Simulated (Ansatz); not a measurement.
# Hf3AlN4: the cost of one run

Computed with Ansatz 0.2.0 (DFT PBE, scalar-relativistic, plane waves, PAW, unless a step's input says otherwise).

## (1) The system as given

It takes space group Pm-3m (No. 221, cubic). The conventional cell has a = 4.872 Å, b = 4.872 Å, c = 4.872 Å, α = 90.00°, β = 90.00°, γ = 90.00°. Around Hf (site symmetry 4/mmm) lie 6 N at 2.44 Å. Around Al (site symmetry m-3m) lie 6 N at 2.44 Å. N (site symmetry 4/mmm) is surrounded by 4 Hf at 2.44 Å and 2 Al at 2.44 Å. Around N (site symmetry m-3m) lie 6 Hf at 2.44 Å.

As a file:

```
Hf Al N
1.0
     4.87244    0.00000    0.00000
     0.00000    4.87244    0.00000
     0.00000    0.00000    4.87244
Hf Al N
3 1 4
Direct
  0.00000 0.00000 0.50000
  0.50000 0.00000 0.00000
  0.00000 0.50000 0.00000
  0.50000 0.50000 0.50000
  0.50000 0.50000 0.00000
  0.00000 0.50000 0.50000
  0.50000 0.00000 0.50000
  0.00000 0.00000 0.00000
```

The start is an ordering of an alloy on its end members' structure types: elements ordered on the sites of the HfN type, Hf/Al on Hf (Pm-3m, No. 221).

## (2) Probe: one point on a coarse mesh

The input, input.yaml:

```yaml
crystal:
  lattice:
    - [4.87244161, 0.0, 0.0]
    - [0.0, 4.87244161, 0.0]
    - [0.0, 0.0, 4.87244161]
  atoms:
    - { symbol: Hf, position: [0.0, 0.0, 0.5] }
    - { symbol: Hf, position: [0.5, 0.0, 0.0] }
    - { symbol: Hf, position: [0.0, 0.5, 0.0] }
    - { symbol: Al, position: [0.5, 0.5, 0.5] }
    - { symbol: "N", position: [0.5, 0.5, 0.0] }
    - { symbol: "N", position: [0.0, 0.5, 0.5] }
    - { symbol: "N", position: [0.5, 0.0, 0.5] }
    - { symbol: "N", position: [0.0, 0.0, 0.0] }
basis:
  ecutwfc: 420
kpoints:
  mp_grid: { grid: [4, 4, 4] }
hamiltonian:
  xc: pbe
scf:
  occupations: { method: gaussian, width: 0.1 }
  lower_state_search: "off"
output:
  forces: true
  stress: true
  eigenvalues: true
```

Command:

```
> ansatz run input.yaml --threads 1 --pin off --max-ram 2560MiB --backend cpu --events-out ev --progress --plain --runs-dir out
```

**Question.** How long does this run take on 1 thread of Intel Xeon at 2.50GHz (Skylake/Cascade Lake), shared host, and how much memory does it need?

About 8.7 s, with a peak of 0.42 GiB.
